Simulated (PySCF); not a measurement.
# [HfOF]+: other functionals and bases at one geometry

The task here is to estimate one member of a computed series from the others.

Program: PySCF 2.14.0. Level of theory: several levels, as the steps say, no spin–orbit coupling. These are calculated values, not measurements.

1 further run of the same task is left out (for a known fault of the program).

## The system as given

3 atoms, charge 1, spin multiplicity 1.

Bond lengths: Hf1–O2 1.710 Å, Hf1–F3 1.866 Å. Angles: O2–Hf1–F3 104.4°.

As a file:

```xyz
3
charge 1, multiplicity 1
Hf    0.01437    0.00000   -0.37334
O     1.35548    0.00000    0.68831
F    -1.47206    0.00000    0.75450
```

Formal oxidation states: Hf +4. An earlier session relaxed this geometry at PBE0, Hf def2-SVP with ECP60, O def2-SVP, F def2-SVP (singlet, point group Cs).

At PBE0 on the finer grid: E = -222.541117 Eh, HOMO -15.04 eV, LUMO -9.54 eV, Mulliken charge on Hf1 +1.47 e, largest force component 0.025 eV/Å. 

Levels to run: CAM-B3LYP; revPBE; PBE0, TZVP. Hardware: 2 threads of AMD EPYC 7R43 (Zen 3), shared host.

The first run:

Contents of run.py (the lines that set the calculation):

```python
mol = gto.M(atom='''
Hf     0.01437     0.00000    -0.37334
O      1.35548     0.00000     0.68831
F     -1.47206     0.00000     0.75450''',
    basis={'Hf': 'def2-SVP', 'O': 'def2-SVP', 'F': 'def2-SVP'},
    ecp={'Hf': 'def2-SVP'},
    charge=1, spin=0)
mf = dft.RKS(mol, xc='CAMB3LYP')
mf.grids.atom_grid = (75, 302)
mf = mf.density_fit()  # fitting sets: Hf def2-universal-JKFIT, O def2-universal-JKFIT, F def2-universal-JKFIT
mf.conv_tol = 1e-08; mf.max_cycle = 55
mf.kernel(dm0)  # dm0: the density of the relaxed state
```

The run is started by

```sh
> OMP_NUM_THREADS=2 python run.py
```

Among the steps run: CAM-B3LYP; revPBE; PBE0, TZVP.

One of the session's tables, all rows but one given; the rest of the session is left out.

| level | HOMO (eV) | gap (eV) | charge on Hf1 (e) | dipole (D) | largest force component (eV/Å) |
| --- | --- | --- | --- | --- | --- |
| PBE0 (relaxed here) | -15.04 | 5.50 | 1.47 | 6.45 | 0.03 |
| CAM-B3LYP | ? | ? | ? | ? | ? |
| revPBE | -13.37 | 3.11 | 1.35 | 5.87 | 1.26 |
| PBE0, TZVP | -15.00 | 5.45 | 1.72 | 6.51 | 0.50 |

**Question.** Estimate the row for CAM-B3LYP.

**Answer.** HOMO (eV): -16.39; gap (eV): 7.63; charge on Hf1 (e): 1.46; dipole (D): 6.60; largest force component (eV/Å): 0.08. In the column «HOMO (eV)» it is the lowest.

The dipole of a charged species depends on the origin, so these sizes hold for this origin alone.

In one basis the HOMO–LUMO gap runs from 3.11 eV (revPBE) to 7.63 eV (CAM-B3LYP). The largest leftover force, 1.26 eV/Å with revPBE, stands at a geometry relaxed at another level. Total energies of different levels can't be compared.
